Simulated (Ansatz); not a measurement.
# TaCl3F: the cost of one run

Method: DFT PBE, scalar-relativistic, plane waves, PAW, in Ansatz 0.2.0.

## 1. The starting structure

The structure is tetragonal, space group P4/mmm (No. 123). Conventional cell: a = 4.564 Å, b = 4.564 Å, c = 5.129 Å, α = 90.00°, β = 90.00°, γ = 90.00°. Ta (site symmetry 4/mmm) has 6 Cl at 2.28 to 2.56 Å in its first shell of neighbours. Around Cl (site symmetry 4/mmm) lie 2 Ta at 2.56 Å. Cl (site symmetry mmm) has 2 Ta at 2.28 Å in its first shell of neighbours. F (site symmetry 4/mmm) has 12 Cl at 3.23 to 3.43 Å in its first shell of neighbours.

Structure file:

```xyz
5
Lattice="4.5635 0.0000 0.0000 0.0000 4.5635 0.0000 0.0000 0.0000 5.1287" Properties=species:S:1:pos:R:3 pbc="T T T"
Ta    0.0000    0.0000    0.0000
Cl    0.0000    0.0000    2.5644
Cl    0.0000    2.2818    0.0000
Cl    2.2818    0.0000    0.0000
F     2.2818    2.2818    2.5644
```

The cell is invented: species swapped into a database cell of KCrF3 (P4/mmm, No. 123), with F on the K sites, Ta on the Cr sites and Cl on the F sites. Lengths come from tabulated atomic sizes and are only a guess.

## 2. The guess as it stands, on a coarse mesh

Contents of input.yaml:

```yaml
crystal:
  lattice:
    - [4.5635181, 0.0, 0.0]
    - [0.0, 4.5635181, 0.0]
    - [0.0, 0.0, 5.12874724]
  atoms:
    - { symbol: Ta, position: [0.0, 0.0, 0.0] }
    - { symbol: Cl, position: [0.0, 0.0, 0.5] }
    - { symbol: Cl, position: [0.0, 0.5, 0.0] }
    - { symbol: Cl, position: [0.5, 0.0, 0.0] }
    - { symbol: F, position: [0.5, 0.5, 0.5] }
basis:
  ecutwfc: 420
kpoints:
  mp_grid: { grid: [4, 4, 4] }
hamiltonian:
  xc: pbe
scf:
  occupations: { method: gaussian, width: 0.1 }
  lower_state_search: "off"
output:
  forces: true
  stress: true
  eigenvalues: true
```

On the command line:

```bash
$ ansatz run input.yaml --threads 1 --pin off --max-ram 2560MiB --backend cpu --events-out ev --progress --plain --runs-dir out
```

Q: Estimate wall time and peak memory on 1 thread of Intel Xeon at 2.50GHz (Skylake/Cascade Lake), shared host.

About 7.1 s, with a peak of 0.38 GiB.
